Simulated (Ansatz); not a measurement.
**B₂H₆OSi: a ladder of functionals and wavefunction methods**

How much do the methods differ for B₂H₆OSi? The plan is to run it at one geometry with functionals of several rungs and with coupled cluster, and see how far each lands from CCSD(T) at the basis-set limit for the atomisation energy.

The runs use Ansatz 0.2.0, Gaussian basis; functionals in def2-TZVPP, the program's frozen cores in correlated methods.

Plan: LDA (SPW92), PBE-D4, revPBE-D4, BLYP-D4, r2SCAN-D4, B97M-V, PBE0-D4, B3LYP-D4, r2SCANh-D4, r2SCAN0-D4, HSE06-D4, BHLYP-D4, CAM-B3LYP-D4, LC-ωPBE, ωB97X-V, ωB97M-V, B2PLYP, PBE-QIDH; CCSD(T)/def2-SVP; CCSD(T)/def2-TZVPP; MP2/def2-QZVPP; extrapolation to the limit; RPA on PBE.

### Step 1. The geometry

All runs share one geometry, relaxed beforehand with PBE0-D4 in a triple-zeta def2 set.

SMILES `B[SiH2]BO`, 10 atoms, charge 0, spin multiplicity 1.

Atoms are counted from 1 here; the program's logs count them from 0.

Bond lengths: B1–Si2 1.995 Å, B1–H5 1.196 Å, B1–H6 1.196 Å, Si2–B3 2.046 Å, Si2–H7 1.496 Å, Si2–H8 1.491 Å, B3–O4 1.349 Å, B3–H9 1.199 Å, O4–H10 0.961 Å. Angles: Si2–B1–H5 121.2°, Si2–B1–H6 120.9°, H5–B1–H6 117.7°, B1–Si2–B3 104.5°, B1–Si2–H7 112.9°, B1–Si2–H8 112.9°, B3–Si2–H7 108.9°, B3–Si2–H8 108.8°, H7–Si2–H8 108.7°, Si2–B3–O4 122.6°, Si2–B3–H9 121.7°, O4–B3–H9 115.7°, B3–O4–H10 114.2°.

### Step 2. LDA

This LDA is Slater exchange with PW92 correlation.

File in.yaml:

```yaml
crystal:
  periodic: [false, false, false]
  atoms:
    - {symbol: B, position_ang: [-1.526536, 1.034536, 0.326612]}
    - {symbol: Si, position_ang: [0.407091, 0.781513, -0.095966]}
    - {symbol: B, position_ang: [0.772040, -1.186467, 0.328606]}
    - {symbol: O, position_ang: [0.935662, -2.118476, -0.632507]}
    - {symbol: H, position_ang: [-2.369603, 0.877132, -0.507223]}
    - {symbol: H, position_ang: [-1.886695, 1.259342, 1.444342]}
    - {symbol: H, position_ang: [0.725350, 1.034444, -1.535637]}
    - {symbol: H, position_ang: [1.300567, 1.627495, 0.746079]}
    - {symbol: H, position_ang: [0.840145, -1.586370, 1.457362]}
    - {symbol: H, position_ang: [0.885078, -1.774349, -1.528870]}
basis:
  gaussian: {orbitals: def2-TZVPP}
hamiltonian: {xc: lda}
output: {orbitals: {seedname: orbitals}}
```

The run is started by

```sh
> ansatz run in.yaml --threads 2 --pin off --events-out ev --progress --plain --max-ram 4352MiB
```

After this run come: PBE-D4 (GGA); revPBE-D4 (GGA); BLYP-D4 (GGA); r2SCAN-D4 (meta-GGA); B97M-V (meta-GGA); PBE0-D4 (hybrid); B3LYP-D4 (hybrid); r2SCANh-D4 (hybrid); r2SCAN0-D4 (hybrid); HSE06-D4 (hybrid); BHLYP-D4 (hybrid); CAM-B3LYP-D4 (range-separated); LC-ωPBE (range-separated); ωB97X-V (range-separated); ωB97M-V (range-separated); B2PLYP (double hybrid); PBE-QIDH (double hybrid); CCSD(T) in def2-SVP; CCSD(T) in def2-TZVPP; MP2 in def2-QZVPP; RPA on PBE orbitals.

Q: Predict the results of all the runs planned. Wanted: atomisation energy, CCSD(T)/CBS; farthest beyond LDA; mean size of error, GGA; mean size of error, meta-GGA; mean size of error, hybrid; mean size of error, range-separated; mean size of error, double hybrid; gap, smallest and largest; T1 diagnostic.

As calculated:

```
                               quantity                                                      value
        atomisation energy, CCSD(T)/CBS                                              3364.3 kJ/mol
 functionals within 16.8 kJ/mol (0.5 %)  BLYP-D4, PBE0-D4, r2SCAN0-D4, HSE06-D4, LC-ωPBE, PBE-QIDH
                    farthest beyond LDA                                      PBE-D4 (+44.4 kJ/mol)
                mean size of error, GGA                                                25.4 kJ/mol
           mean size of error, meta-GGA                                                37.4 kJ/mol
             mean size of error, hybrid                                                17.5 kJ/mol
    mean size of error, range-separated                                                22.4 kJ/mol
      mean size of error, double hybrid                                                15.8 kJ/mol
              gap, smallest and largest                   2.88 eV (LDA (SPW92)), 9.97 eV (LC-ωPBE)
                          T1 diagnostic                                                     0.0159
triples share of the correlation energy                                                      3.5 %
```

**Reading.** The LDA atomisation energy is off by 433.8 kJ/mol (13 %): it overbinds. PBE-D4 misses by +44.4 kJ/mol. Double hybrids carry the basis error of their MP2 part in triple zeta, and no dispersion term here, so their miss is partly the set-up's. By mean error the best rung here is double hybrid (15.8 kJ/mol) and the worst beyond LDA is meta-GGA (37.4 kJ/mol). The gap between the best rungs is small, so their order is not settled. Misses under about 16.8 kJ/mol are within the doubt on the reference itself, which lacks core-valence correlation, relativity and higher excitations. Hartree-Fock recovers 77 % of the binding; the rest is correlation. CCSD(T) in def2-SVP is off by -166.0 kJ/mol, worse than the median functional, from the basis alone. Orbital gaps span 2.9 to 10.0 eV; exact exchange widens them.
